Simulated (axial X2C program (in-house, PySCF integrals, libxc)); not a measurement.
# A two-component session on BrAs: properties at the nuclei

Wanted for BrAs: properties at the nuclei, at the two-component level.

The runs use an in-house X2C program for linear molecules on PySCF integrals; two-component X2C with atomic mean-field terms, Br dyall-cv3z, As dyall-cv3z.

All values are calculated.

## 1. Input

Input file task.json:

```json
{"zs": [35, 33], "q": 0, "bas": ["dyall-cv3z", "dyall-cv3z"], "r0": 2.35, "levels": ["PBE0", "HF", "B3LYP", "r2SCAN", "PBE50"], "nst": 3}
```

Keys: zs atomic numbers; q charge; bas basis sets; r0 starting distance in Å; levels methods (HF also brings MP2); nst determinants followed.

Command:

```sh
> python soeom.py task.json out
```

Nuclei are Gaussian, cores are contracted, and the Gaunt term is on.

## 2. Expectation values, lowest determinant

R = 2.299 Å. State: Ω = 1 (excess of +ω over −ω: ω = -1/2, ω = 3/2).

Output of the PBE0 run:

```text
two-component X2C + atomic mean field  PBE0
basis functions 205  fitting functions 1165  grid points 5799
iter        total energy     max residual
   1      -4864.343723029     3.53e+00
   2      -4864.978840277     6.89e-02
   3      -4864.982554490     9.15e-03
   4      -4864.983506347     1.45e-02
   5      -4864.983684139     1.65e-03
   6      -4864.983688453     4.91e-04
   7      -4864.983689448     2.78e-04
   8      -4864.983689636     5.33e-05
   9      -4864.983689644     3.76e-05
  10      -4864.983689658     4.52e-06
  11      -4864.983689659     2.96e-06
converged
one-electron -7296.42571249  Coulomb 2344.13757141  exact exchange -43.43172135  xc functional -133.32053944  nuclear repulsion 265.85457965  atomic mean-field constant -1.79786744
```

The highest occupied spinor is 73% As p, 23% Br p.

```
 level  Eeff magnitude (GV/cm)  Ws magnitude Br (kHz)  A∥/gI Br (MHz)  qzz Br (a.u.)  A∥/gI As (MHz)  qzz As (a.u.)  μ (D)
  PBE0                    0.33                 0.0237           -73.3           5.29            -498           2.22   1.06
    HF                   0.891                0.00654           -28.7           5.61            -381           2.26   1.55
 B3LYP                   0.174                 0.0122           -73.9           5.11            -440           2.38   1.00
r2SCAN                   0.441                 0.0567           -44.3           5.28            -501           2.21   0.94
 PBE50                   0.447                 0.0129           -54.4           5.50            -464           2.25   1.26
```

Eeff is the effective electric field on the electron dipole moment in this Ω state and Ws the scalar–pseudoscalar constant (defined with the proton number Z and per Ω); A∥ is the parallel hyperfine constant, which follows by multiplying with the nuclear g factor gI = μI/(I μN); qzz is the electric field gradient, eQq0 = 234.96 MHz × Q/barn × qzz; μ is positive if As is the positive end. The operators were transformed with the bare-nucleus X2C matrices.

## 3. Expectation values, a higher determinant

R = 2.299 Å. State: Ω = 0 (closed shell), 0.68 eV above the lowest in the PBE0 search for states (made at or near this distance, with looser thresholds).

Output of the PBE0 run:

```text
two-component X2C + atomic mean field  PBE0
basis functions 205  fitting functions 1165  grid points 5799
iter        total energy     max residual
   1      -4864.318883707     3.23e+00
   2      -4864.954454307     6.35e-02
   3      -4864.958150114     9.35e-03
   4      -4864.959146255     1.33e-02
   5      -4864.959325844     1.58e-03
   6      -4864.959330505     5.64e-04
   7      -4864.959331853     3.09e-04
   8      -4864.959332123     9.50e-05
   9      -4864.959332218     8.28e-05
  10      -4864.959332250     1.23e-05
  11      -4864.959332252     2.97e-06
converged
one-electron -7296.22637803  Coulomb 2343.91662654  exact exchange -43.41643858  xc functional -133.28985439  nuclear repulsion 265.85457965  atomic mean-field constant -1.79786744
```

The highest occupied spinor is 83% As p, 14% Br p, 2% Br d.

```
 level  qzz Br (a.u.)  qzz As (a.u.)  μ (D)
  PBE0           4.79           2.55   0.74
    HF           5.26           2.35   1.35
 B3LYP           4.71           2.63   0.73
r2SCAN           4.52           2.74   0.46
 PBE50           5.08           2.48   1.00
```

## 4. Expectation values, a higher determinant

R = 2.299 Å. State: Ω = 2 (excess of +ω over −ω: ω = 1/2, ω = 3/2), 0.88 eV above the lowest in the PBE0 search for states (made at or near this distance, with looser thresholds).

Output of the PBE0 run:

```text
two-component X2C + atomic mean field  PBE0
basis functions 205  fitting functions 1165  grid points 5799
iter        total energy     max residual
   1      -4864.311417991     3.25e+00
   2      -4864.947034583     6.38e-02
   3      -4864.950735124     9.33e-03
   4      -4864.951723250     1.33e-02
   5      -4864.951902124     1.59e-03
   6      -4864.951906503     5.72e-04
   7      -4864.951908041     3.33e-04
   8      -4864.951908362     1.22e-04
   9      -4864.951908478     8.29e-05
  10      -4864.951908506     1.38e-05
  11      -4864.951908508     2.58e-06
converged
one-electron -7296.11318651  Coulomb 2343.80857844  exact exchange -43.41596039  xc functional -133.28805226  nuclear repulsion 265.85457965  atomic mean-field constant -1.79786744
```

The highest occupied spinor is 82% As p, 15% Br p, 2% Br d.

```
 level  Eeff magnitude (GV/cm)  Ws magnitude Br (kHz)  A∥/gI Br (MHz)  qzz Br (a.u.)  A∥/gI As (MHz)  qzz As (a.u.)  μ (D)
  PBE0                    0.29                 0.0103             185           4.83             726           2.33   0.74
    HF                   0.496                 0.0277             119           5.32             735           2.13   1.34
 B3LYP                    0.29                 0.0104             192           4.75             737           2.41   0.73
r2SCAN                   0.208                0.00302             210           4.54             703           2.54   0.46
 PBE50                   0.355                 0.0159             159           5.12             739           2.26   1.00
```

## 5. Results

```
                                        quantity                                            value
                              lowest determinant  Ω = 1 (excess of +ω over −ω: ω = -1/2, ω = 3/2)
                    Eeff magnitude (GV/cm), PBE0                                             0.33
                     Ws magnitude Br (kHz), PBE0                                           0.0237
                            A∥/gI Br (MHz), PBE0                                            -73.3
                             qzz Br (a.u.), PBE0                                             5.29
                              higher determinant                             Ω = 0 (closed shell)
         qzz Br (a.u.), PBE0, higher determinant                                             4.79
         qzz As (a.u.), PBE0, higher determinant                                             2.55
                 μ (D), PBE0, higher determinant                                             0.74
                              higher determinant   Ω = 2 (excess of +ω over −ω: ω = 1/2, ω = 3/2)
Eeff magnitude (GV/cm), PBE0, higher determinant                                             0.29
 Ws magnitude Br (kHz), PBE0, higher determinant                                           0.0103
        A∥/gI Br (MHz), PBE0, higher determinant                                              185
         qzz Br (a.u.), PBE0, higher determinant                                             4.83
```

**Reading.** In the first state, the effective field runs from 0.174 to 0.891 GV/cm over the mean-field levels, so the levels don't agree on it. The expectation values come from single determinants, which for open shells can mix terms of unlike spin or miss the lowest Ω, so a determinant need not be a state. Eeff is the effective electric field on the electron dipole moment in this Ω state and Ws the scalar–pseudoscalar constant (defined with the proton number Z and per Ω); A∥ is the parallel hyperfine constant, which follows by multiplying with the nuclear g factor gI = μI/(I μN); qzz is the electric field gradient, eQq0 = 234.96 MHz × Q/barn × qzz; μ is positive if As is the positive end. The operators were transformed with the bare-nucleus X2C matrices.
